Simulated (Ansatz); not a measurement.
# PrMgH: the cost of one run

Computed with Ansatz 0.2.0 (DFT PBE, scalar-relativistic, plane waves, PAW; 4f electrons in the core of a trivalent norm-conserving potential, unless a step's input says otherwise).

4 further runs of the same task are left out: 3 that didn't finish, 1 set aside as unsound or not needed. Runs told in other sessions of the task aren't counted.

## 1. Starting point

It takes space group P4/mmm (No. 123, tetragonal). The conventional cell has a = 3.596 Å, b = 3.596 Å, c = 4.488 Å, α = 90.00°, β = 90.00°, γ = 90.00°. Pr (site symmetry 4/mmm) has 4 H at 2.54 Å in its first shell of neighbours. Mg (site symmetry 4/mmm) has 2 H at 2.24 Å in its first shell of neighbours. H (site symmetry 4/mmm) is surrounded by 2 Mg at 2.24 Å and 4 Pr at 2.54 Å.

Coordinates:

```
Pr Mg H
1.0
     3.59640    0.00000    0.00000
     0.00000    3.59640    0.00000
     0.00000    0.00000    4.48789
Pr Mg H
1 1 1
Direct
  0.00000 0.00000 0.00000
  0.50000 0.50000 0.50000
  0.50000 0.50000 0.00000
```

It is the end of an earlier relaxation with the same method, from a database cell with other species swapped in; it needn't be the stable form of this composition. At a tolerance of 0.05 Å it has space group P4/mmm (No. 123); it has 19.35 Å³/atom, an uncorrected energy of -0.27 eV/atom over the elements and, on its mesh, gap none (metal).

## 2. The cell scaled to 0.97 of its volume

input.yaml

```yaml
crystal:
  lattice:
    - [3.5600699261, 0.0, 0.0]
    - [0.0, 3.5600699261, 0.0]
    - [0.0, 0.0, 4.4425541911]
  atoms:
    - { symbol: Pr, position: [0.0, 0.0, 0.0] }
    - { symbol: Mg, position: [0.5, 0.5, 0.5] }
    - { symbol: H, position: [0.5, 0.5, 0.0] }
basis:
  ecutwfc: 660
kpoints:
  mp_grid: { grid: [12, 12, 10] }
hamiltonian:
  xc: pbe
  pseudopotentials:
    kind: paw
    azcp: { Pr: "pseudopotentials/pbe/nc/lanthanide_3plus/Pr.nc.azcp" }
scf:
  occupations: { method: gaussian, width: 0.1 }
output:
  forces: true
  stress: true
  eigenvalues: true
relax:
  adjacent_minimum: "off"
  f_tol: 0.01
  max_steps: 30
  cell: { stress_tol: 0.1, fix: [volume] }
```

The run is started by

```bash
ansatz run input.yaml --threads 1 --pin off --max-ram 2560MiB --backend cpu --events-out ev --progress --plain --runs-dir out
```

What time and memory should one allow on 1 thread of Arm Neoverse V2, shared host?

About 27 s, with a peak of 0.49 GiB.
